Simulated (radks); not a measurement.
# Mn²⁺ in [Ar] 3d5: an all-electron calculation

The task here is to estimate one member of a computed series from the others.

The numbers are computed with radks (a radial shooting solver on a logarithmic mesh, Libxc functionals) version 1 (non-relativistic Kohn-Sham, PBE, spin-polarised, spherical densities, point nucleus; open shells are filled with parallel spins first), except any that are marked as measured or tabulated.

## Starting point

- element: manganese (Z = 25)
- charge: +2
- electrons: 23
- configuration: [Ar] 3d5

Outer shells as boxes (Hund's rule):

Mn²⁺
```
[Ar] core
3d [↑ ][↑ ][↑ ][↑ ][↑ ]
```

Set-up of the first run:

Input:

```text
Z 25
configuration [Ar] 3d5 4s0 4p0 4d0 4f0
relativity non-relativistic
functional pbe,pbe
spin polarised
nucleus point
```

One of the session's tables, all rows but one given; the rest of the session is left out.

It belongs to the step «Orbitals and density». From the orbitals of this run (lengths in bohr):

| level | <r> | outermost maximum (interpolated) | 90 % within | nodes |
| --- | --- | --- | --- | --- |
| 1s down | 0.06156 | 0.0405 | 0.110 | 0 |
| 1s up | 0.06156 | 0.0405 | 0.110 | 0 |
| 2s up | 0.2827 | 0.235 | 0.438 | 1 |
| 2s down | 0.2821 | 0.235 | 0.437 | 1 |
| 2p up | 0.2485 | 0.190 | 0.407 | 0 |
| 2p down | 0.2479 | 0.189 | 0.406 | 0 |
| 3s up | 0.8600 | 0.744 | 1.29 | 2 |
| 3s down | ? | ? | ? | ? |
| 3p up | 0.9060 | 0.755 | 1.40 | 1 |
| 3p down | 0.9123 | 0.757 | 1.41 | 1 |
| 3d up | 1.125 | 0.757 | 1.92 | 0 |
| 3d down | 1.185 | 0.768 | 2.06 | 0 |
| 4s up | 2.579 | 2.25 | 3.78 | 3 |
| 4p up | 3.040 | 2.65 | 4.48 | 2 |

Q: Estimate the row for 3s down from the others.

As computed: <r>: 0.8631; outermost maximum (interpolated): 0.745; 90 % within: 1.29; nodes: 2. In the column «<r>» it lies between 3s up (0.8600) and 3p up (0.9060).

Limits of these values: Open shells are spherical and high-spin; term and fine-structure splittings are not resolved.
